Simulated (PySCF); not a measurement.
**MP2/ccECP-cc-pVDZ (core potential) run of SnSiH3ClO (SMILES [SiH3][O][Sn][Cl])**

Aim: the vertical singlet–triplet gap of SnSiH3ClO at MP2/ccECP-cc-pVDZ (core potential), from 2 runs. Input form: a Python script.

The results are computed with PySCF 2.14.0.

## Step 1: The molecule

SnSiH3ClO has 7 atoms, charge 0, and is taken as a singlet. SMILES: `[SiH3][O][Sn][Cl]`. The coordinates come from a PBE0-D4/def2-TZVP relaxation. This is one conformer, not always the lowest.

Bond lengths: Si1–O2 1.642 Å, O2–Sn3 1.963 Å, Sn3–Cl4 2.379 Å, Si1–H5 1.487 Å, Si1–H6 1.487 Å, Si1–H7 1.487 Å. Angles: Si1–O2–Sn3 140.0°, O2–Sn3–Cl4 96.9°, O2–Si1–H5 111.1°, O2–Si1–H6 108.3°, O2–Si1–H7 111.0°, H5–Si1–H6 108.8°, H5–Si1–H7 108.8°, H6–Si1–H7 108.8°.

## Step 2: The energy at MP2/ccECP-cc-pVDZ (core potential)

start.xyz reads:

```xyz
7
ClH3OSiSn
Si     0.025100     0.948700     0.131900
O     -0.000800    -0.428100     1.026700
Sn    -0.034800    -2.376500     0.787400
Cl    -0.028200    -2.372800    -1.591800
H     -1.175600     1.041700    -0.741200
H      0.032300     2.109500     1.061000
H      1.243100     1.009500    -0.719700
```

run.py reads:

```python
from pyscf import gto, mp

mol = gto.M(
    atom='start.xyz',
    charge=0,
    verbose=3,
    max_memory=1860,
    basis='ccecp-cc-pvdz',
    ecp='ccecp',
)

mf = mol.RHF()
mf.conv_tol = 1e-10
mf.kernel()
if not mf.converged:
    mf = mf.newton().run(mf.mo_coeff, mf.mo_occ)

pt = mp.MP2(mf).run()
etot = pt.e_tot
print(f'total energy: {etot:.8f} hartree')
```

Command:

```console
$ OMP_NUM_THREADS=1 python run.py
```

The program printed:

```text
converged SCF energy = -39.3939515981734
E(RMP2) = -39.8671944973979  E_corr = -0.473242899224584
E(SCS-RMP2) = -39.8651573511693  E_corr = -0.471205752995994
total energy: -39.86719450 hartree
```

Run time: 6.3 s. Hardware: 1 thread of Arm Neoverse N1, shared host; peak memory 0.15 GiB.

## Step 3: The triplet

input.py reads:

```python
from pyscf import gto, scf, mp

system = gto.M(
    atom='''
Si     0.047432     1.792783     0.249255
O     -0.001512    -0.808992     1.940182
Sn    -0.065762    -4.490934     1.487970
Cl    -0.053290    -4.483942    -3.008066
H     -2.221562     1.968528    -1.400665
H      0.061038     3.986377     2.004999
H      2.349119     1.907679    -1.360036
''',
    spin=2,
    verbose=3,
    basis='ccecp-cc-pvdz',
    ecp={'Si': 'ccecp', 'O': 'ccecp', 'Sn': 'ccecp', 'Cl': 'ccecp', 'H': 'ccecp'},
    max_memory=1860,
    unit='bohr',
)

calc0 = scf.UHF(system)
calc0.conv_tol = 1e-10
calc0.kernel()
if not calc0.converged:
    calc0 = calc0.newton().run(calc0.mo_coeff, calc0.mo_occ)

pt = mp.MP2(calc0).run()
etot = pt.e_tot
print('E = %.10f Eh' % etot)
```

Command:

```console
$ OMP_NUM_THREADS=1 python input.py
```

The program printed:

```text
WARN: HOMO -0.0488249298004881 >= LUMO -0.308442329084138

converged SCF energy = -39.304140436084  <S^2> = 2.0080618  2S+1 = 3.0053698
E(UMP2) = -39.7582863340778  E_corr = -0.454145897993752
E(SCS-UMP2) = -39.7533820659433  E_corr = -0.44924162985927
E = -39.7582863341 Eh
```

It took 6.9 s on 1 thread of Arm Neoverse N1, shared host; peak memory 0.16 GiB.

## Step 4: Outcome

Level: MP2/ccECP-cc-pVDZ (core potential).

| quantity | value |
| --- | --- |
| singlet: total energy | -39.86719 Eh |
| singlet: dipole moment (Hartree–Fock density) | 2.69 D |
| singlet: HOMO energy (Hartree–Fock orbitals) | -10.42 eV |
| singlet: LUMO energy (Hartree–Fock orbitals) | -0.19 eV |
| singlet: HOMO–LUMO gap (Hartree–Fock orbitals) | 10.22 eV |
| singlet: correlation energy | -473.2 mEh |
| triplet: total energy | -39.75829 Eh |
| triplet: dipole moment (Hartree–Fock density) | 3.26 D |
| triplet: HOMO energy (Hartree–Fock orbitals) (highest over α and β) | -7.95 eV |
| triplet: LUMO energy (Hartree–Fock orbitals) (lowest over α and β) | -2.31 eV |
| triplet: correlation energy | -454.1 mEh |
| triplet: ⟨S²⟩ of the reference determinant | 2.008 |
| vertical energy of the triplet above the singlet | 2.964 eV |

In words: At this shape the triplet lies 2.96 eV (286 kJ/mol) above the singlet. Mulliken charges (triplet) of the mean-field density run from -0.79 on O2 to +0.88 on Sn3.
